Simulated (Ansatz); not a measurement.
Write a Python script for the Python package of Ansatz (0.2.0) that makes a ladder of methods at one geometry of AlBH4NSb, SMILES [BH]1[NH][SbH][AlH]1. Settings (for the species named): r2SCAN, def2-SVP basis, multiplicity 1. The script varies functional: r2scan, blyp, hse06, r2scan0, hf.

```yaml
atoms:
  - { symbol: B, position_ang: [-0.8506, 0.7181, -0.1896] }
  - { symbol: N, position_ang: [0.5847, 1.1812, -0.1753] }
  - { symbol: Sb, position_ang: [1.7736, -0.5104, -0.0839] }
  - { symbol: Al, position_ang: [-0.4297, -1.2388, -0.7277] }
  - { symbol: H, position_ang: [-1.9122, 1.3574, -0.1705] }
  - { symbol: H, position_ang: [0.7373, 1.7407, 0.7054] }
  - { symbol: H, position_ang: [1.4579, -0.7313, 1.6400] }
  - { symbol: H, position_ang: [-1.2687, -2.5741, -1.0542] }
```

Script `run_methods.py`:
```python
# -*- coding: utf-8 -*-
"""One geometry of AlBH4NSb, method by method."""

from pathlib import Path
import warnings

import ansatz as az
import numpy as np

BASIS_SET = "def2-SVP"


def main():
    warnings.simplefilter("ignore", az.DeckWarning)

    geometry_ang = [
        ("B", (-0.8506, 0.7181, -0.1896)),
        ("N", (0.5847, 1.1812, -0.1753)),
        ("Sb", (1.7736, -0.5104, -0.0839)),
        ("Al", (-0.4297, -1.2388, -0.7277)),
        ("H", (-1.9122, 1.3574, -0.1705)),
        ("H", (0.7373, 1.7407, 0.7054)),
        ("H", (1.4579, -0.7313, 1.64)),
        ("H", (-1.2687, -2.5741, -1.0542)),
    ]
    system = az.Crystal.molecule()
    for symbol, xyz in geometry_ang:
        system = system.atom(symbol, xyz)

    model = system.calculation().basis(gaussian=BASIS_SET)

    print("functional    E (Ha)        dipole (D)   HOMO (eV)  LUMO (eV)")
    for name in ["r2scan", "blyp", "hse06", "r2scan0", "hf"]:
        summary = model.functional(name).forces().orbitals().run(threads=1, backend="cpu", runs_dir="runs").report
        lines = Path(summary["orbitals_path"]).read_text().splitlines()
        field_of = lambda key: [line.split("=")[1].strip() for line in lines if line.startswith(key)]
        orbitals = [(27.211386 * float(e), s, float(n)) for e, s, n in zip(field_of("Ene="), field_of("Spin="), field_of("Occup="))]
        homo = max(e for e, _, n in orbitals if n > 0.5)
        lumo = min(e for e, _, n in orbitals if n < 0.5)
        dipole = 4.803205 * np.linalg.norm(summary["charge_distribution"]["dipole_moment_e_ang"])
        print(f"{name:10s} {summary['free_energy_ev'] / 27.211386246:14.6f} {dipole:9.3f} {homo:11.3f} {lumo:10.3f}")


if __name__ == "__main__":
    main()
```

`python run_methods.py` gives:
```text
functional    E (Ha)        dipole (D)   HOMO (eV)  LUMO (eV)
r2scan        -564.506405     0.777      -5.143     -3.164
blyp          -564.402243     0.774      -4.750     -3.082
hse06         -564.270873     0.778      -5.543     -2.906
r2scan0       -564.461560     0.782      -6.069     -2.469
hf            -562.431339     0.946      -8.133      0.394
```

What to keep in mind:
- Total energies depend on the basis set; only differences at equal settings carry meaning.
- The geometry is a force-field or estimated start, not a minimum of this method, and the basis set is short of its limit. A lower total doesn't mark the better method: functionals have no common bound, and MP2 and coupled cluster aren't variational.
- def2 sets replace the cores of elements past krypton by effective core potentials.
- Levels such as HOMO and LUMO are orbital energies: with these approximate functionals they aren't the ionisation energy and electron affinity, and their gap isn't the fundamental gap.
- hse06 follows the composition of plane-wave codes, whose totals differ by tens of mHa, up to about 0.1 Ha, from the form usual in Gaussian-basis programs (wpbeh).
- The whole script took 28 s on 1 thread of Arm Neoverse V2, on a shared host, peak memory 0.29 GiB.
